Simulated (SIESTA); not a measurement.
NiMoIrPdW:

```
CELL_PARAMETERS angstrom
2.76078 0.00000 0.00000
-1.38039 2.39090 0.00000
0.00000 0.00000 11.34051
ATOMIC_POSITIONS crystal
Ni 0.00000 0.00000 0.70917
Mo 0.66667 0.33333 0.29425
Pd 0.66667 0.33333 0.89901
Ir 0.00000 0.00000 0.10604
W 0.66667 0.33333 0.52921
```

The cell was built by a generator and needn't be a form met in nature.

* Program: SIESTA 5.4.2
* Task: relaxation of cell and atoms
* Functional: LDA
* Potentials or basis: PseudoDojo 0.4 standard (LDA files)
* Basis: DZP (energy shift 0.003 Ry; two zetas on semicore shells)
* Grid cutoff: 800 Ry
* Energy shift: 0.003 Ry
* k mesh: 8 × 8 × 2
* Occupations: fermi-dirac, width 0.05 eV
* Spin: collinear spin, ferromagnetic start
* Starting moments: [1.0, 1.0, 0.0, 0.6, 0.0] μB

At the start: pressure -11.8 GPa; volume 14.97 Å³/atom.

Question: How do energy, volume and symmetry change on relaxing?

Answer: Over 14 steps the energy falls by 36.1 meV/atom and the volume is 14.21 Å³/atom (-5.1 %); space group P3m1 (No. 156, to 0.05 Å); moment 0.00 μB per cell.

Step by step:
| step | energy change (eV) | largest force (eV/Å) | pressure (GPa) | volume (Å³) |
| --- | --- | --- | --- | --- |
| 1 | 0.0000 | 0.5308 | -11.85 | 74.86 |
| 2 | -0.1447 | 0.2367 | -4.46 | 72.43 |
| 3 | -0.0750 | 0.6246 | 10.68 | 68.65 |
| 4 | -0.1657 | 0.3429 | -0.37 | 71.28 |
| 5 | -0.0696 | 1.5222 | 3.30 | 70.39 |
| 6 | -0.1746 | 0.1616 | 0.12 | 71.10 |
| 7 | -0.1787 | 0.1580 | -0.32 | 71.12 |
| 8 | -0.1786 | 0.1021 | -0.25 | 71.12 |
| 9 | -0.1791 | 0.1411 | 0.22 | 71.03 |
| 10 | -0.1797 | 0.0483 | -0.01 | 71.08 |
| 11 | -0.1804 | 0.0723 | 0.07 | 71.05 |
| 12 | -0.1803 | 0.0230 | 0.02 | 71.06 |
| 13 | -0.1803 | 0.0568 | 0.03 | 71.07 |
| 14 | -0.1803 | 0.0041 | 0.03 | 71.07 |

Final structure:
```
CELL_PARAMETERS angstrom
2.72403 0.00000 0.00002
-1.36201 2.35907 -0.00002
0.00007 -0.00004 11.05881
ATOMIC_POSITIONS crystal
Ni 0.00001 0.99999 0.71179
Mo 0.66665 0.33335 0.29591
Pd 0.66667 0.33333 0.89700
Ir 0.00000 0.00000 0.10146
W 0.66669 0.33331 0.53160
```

Caveat: short orbitals over semicore shells can move pressures by several GPa; the basis of atomic orbitals isn't converged, which shifts pressures, moduli and gaps.
